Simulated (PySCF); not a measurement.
# aminodimethylborane (C₂H₈BN): electronic excitations and core binding energies

Wanted: the electronic excitations and core binding energies of aminodimethylborane (C₂H₈BN) (`CB(C)N`), by calculation.

The runs use PySCF 2.14.0, with density-fitted response routines of our own; the level of theory stands in each step. All values are computed, except where a source is named. Atoms count from 0, in the outputs and in this text.

### Step 1. The molecule as given

12 atoms, charge 0, multiplicity 1; geometry from: GFN2-xTB.

Bonds of the start (Å): C0–B1 1.59, B1–C2 1.59, B1–N3 1.38, C0–H4 1.09, C0–H5 1.09, C0–H6 1.09, C2–H7 1.09, C2–H8 1.09, C2–H9 1.09, N3–H10 1.01, N3–H11 1.01.

### Step 2. Excited states and response: CAM-B3LYP/def2-SVPD

What the job is given:

```
{"job": {"kind": "uv", "xc": "CAM-B3LYP", "basis": "def2-SVPD", "nstates": 8, "ntriplets": 3}, "charge": 0, "multiplicity": 1}
C      1.457015    -0.342312     0.201134
B     -0.033181     0.186974     0.045985
C     -1.250115    -0.828897    -0.064961
N     -0.274281     1.549362    -0.008165
H      1.548884    -1.035360     1.034763
H      1.766443    -0.890393    -0.687082
H      2.179910     0.455769     0.356655
H     -1.248904    -1.544078     0.755013
H     -2.219688    -0.334895    -0.068323
H     -1.182185    -1.413815    -0.980721
H     -1.191645     1.950012    -0.113296
H      0.448946     2.246947     0.047100
```

With the program's defaults for keys left out, this is: TDDFT CAM-B3LYP/def2-SVPD, vertical, gas phase, core orbitals frozen in the response.

**Question.** This job is followed by: delta-SCF UKS SCAN, pcX-2 on the ionised atom, pcseg-1 elsewhere, spin-free X2C. What will the session give for the following? lowest singlet (CAM-B3LYP/def2-SVPD); brightest single state of those computed; lowest triplet; C1s binding energies, SCAN/pcX-2; B1s binding energies, SCAN/pcX-2; N1s binding energies, SCAN/pcX-2.

**Answer**, as computed:

| quantity | value |
| --- | --- |
| lowest singlet (CAM-B3LYP/def2-SVPD) | 7.30 eV (170 nm), f = 0.028 |
| brightest single state of those computed | state 4, 8.70 eV, f = 0.237 |
| lowest triplet | 6.92 eV |
| C1s binding energies, SCAN/pcX-2 | C0 289.66 eV |
| B1s binding energies, SCAN/pcX-2 | B1 195.21 eV |
| N1s binding energies, SCAN/pcX-2 | N3 404.97 eV |

In words: The first singlet state (HOMO→LUMO 0.90) lies at 7.30 eV and is weak; of the 8 states computed, the strongest absorption comes from state 4 at 8.70 eV. The lowest triplet lies 0.38 eV below the lowest singlet (triplets in Tamm-Dancoff, singlets in full TDDFT).
